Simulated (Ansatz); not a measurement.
# CH₃ClO₂W: how energies converge with the basis set

One table from this session's results is given with a row withheld; the runs are named, their logs left out.

Method: one geometry, several basis sets; program: Ansatz 0.2.0, Gaussian basis.

Plan: PBE0-D4/def2-SVP; ωB97M-V/def2-SVP; PBE0-D4/def2-QZVPP; ωB97M-V/def2-QZVPP; the functionals' def2-TZVPP values are taken from earlier runs.

## Structure used throughout

All runs share one geometry, relaxed beforehand with PBE0-D4 in a triple-zeta def2 set. W takes the def2 core potential; no spin-orbit term is included.

8 atoms, charge 0, spin multiplicity 1.

Atoms are counted from 1 here; the program's logs count them from 0.

Bond lengths: C1–W2 2.099 Å, C1–H6 1.094 Å, C1–H7 1.092 Å, C1–H8 1.094 Å, W2–O3 1.697 Å, W2–O4 1.697 Å, W2–Cl5 2.268 Å. Angles: W2–C1–H6 109.1°, W2–C1–H7 111.3°, W2–C1–H8 109.1°, H6–C1–H7 108.7°, H6–C1–H8 109.8°, H7–C1–H8 108.7°, C1–W2–O3 104.8°, C1–W2–O4 104.8°, C1–W2–Cl5 111.2°, O3–W2–O4 108.5°, O3–W2–Cl5 113.4°, O4–W2–Cl5 113.4°.

The first run:

Contents of in.yaml:

```yaml
crystal:
  periodic: [false, false, false]
  atoms:
    - {symbol: C, position_ang: [-0.957900, -0.284846, 0.511034]}
    - {symbol: W, position_ang: [0.851485, 0.168929, -0.452343]}
    - {symbol: O, position_ang: [2.045549, -0.579701, 0.492572]}
    - {symbol: O, position_ang: [0.762806, -0.636141, -1.943348]}
    - {symbol: Cl, position_ang: [1.135591, 2.409750, -0.653908]}
    - {symbol: H, position_ang: [-0.953914, 0.161858, 1.510105]}
    - {symbol: H, position_ang: [-1.095804, -1.363541, 0.609639]}
    - {symbol: H, position_ang: [-1.787834, 0.123694, -0.073762]}
basis:
  gaussian: {orbitals: def2-SVP}
hamiltonian: {xc: pbe0, dispersion: d4}
output: {orbitals: {seedname: orbitals}}
```

Launch:

```sh
$ ansatz run in.yaml --threads 4 --pin off --events-out ev --progress --plain --max-ram 10444MiB
```

Among the steps run: PBE0-D4 in def2-SVP; ωB97M-V in def2-SVP; PBE0-D4 in def2-QZVPP; ωB97M-V in def2-QZVPP.

One of the session's tables, all rows but one given; the rest of the session is left out.

It belongs to the step «Functionals by basis». 

```
functional       basis  HOMO (eV)  LUMO (eV)
   PBE0-D4    def2-SVP          ?          ?
   PBE0-D4  def2-TZVPP      -9.28      -2.85
   PBE0-D4  def2-QZVPP      -9.30      -2.87
   ωB97M-V    def2-SVP     -11.68      -0.70
   ωB97M-V  def2-TZVPP     -11.65      -0.77
   ωB97M-V  def2-QZVPP     -11.67      -0.80
```

**Question.** Estimate the row for PBE0-D4, def2-SVP.

**Answer.** HOMO (eV): -9.32; LUMO (eV): -2.80. In the column «HOMO (eV)» it lies between ωB97M-V, def2-TZVPP (-11.65) and PBE0-D4, def2-QZVPP (-9.30).
